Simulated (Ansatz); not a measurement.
# SbC: the cost of one run

Program: Ansatz 0.2.0. Level of theory: DFT PBE, scalar-relativistic, plane waves, PAW. These are calculated values, not measurements.

**1. The system as given**

It takes space group Cmmm (No. 65, orthorhombic). The conventional cell has a = 3.318 Å, b = 4.920 Å, c = 4.738 Å, α = 90.00°, β = 90.00°, γ = 90.00°. Around Sb (site symmetry mmm) lie 8 C at 2.89 to 3.41 Å and 6 Sb at 2.97 to 3.32 Å. C (site symmetry mmm) is surrounded by 4 Sb at 2.89 Å and 4 C at 2.97 Å.

Coordinates:

```
Sb C
1.0
     1.65882   -2.45981    0.00000
     1.65882    2.45981    0.00000
     0.00000    0.00000    4.73756
Sb C
1 1
Direct
  0.00000 0.00000 0.00000
  0.50000 0.50000 0.50000
```

A structure generator made this guess: species swapped into a database cell of ZnAg (Cmmm, No. 65), with C on the Zn sites and Sb on the Ag sites. The dimensions are guesses.

**2. The guess as it stands, on a coarse mesh**

The input, input.yaml:

```yaml
crystal:
  lattice:
    - [1.6588157, -2.45980698, 0.0]
    - [1.6588157, 2.45980698, 0.0]
    - [0.0, 0.0, 4.73756115]
  atoms:
    - { symbol: Sb, position: [0.0, 0.0, 0.0] }
    - { symbol: C, position: [0.5, 0.5, 0.5] }
basis:
  ecutwfc: 420
kpoints:
  mp_grid: { grid: [6, 6, 4] }
hamiltonian:
  xc: pbe
scf:
  occupations: { method: gaussian, width: 0.1 }
  lower_state_search: "off"
output:
  forces: true
  stress: true
  eigenvalues: true
```

Run with:

```console
$ ansatz run input.yaml --threads 1 --pin off --max-ram 2560MiB --backend cpu --events-out ev --progress --plain --runs-dir out
```

Q: Estimate wall time and peak memory on 1 thread of Arm Neoverse N1, shared host.

About 2.3 s, with a peak of 0.28 GiB.
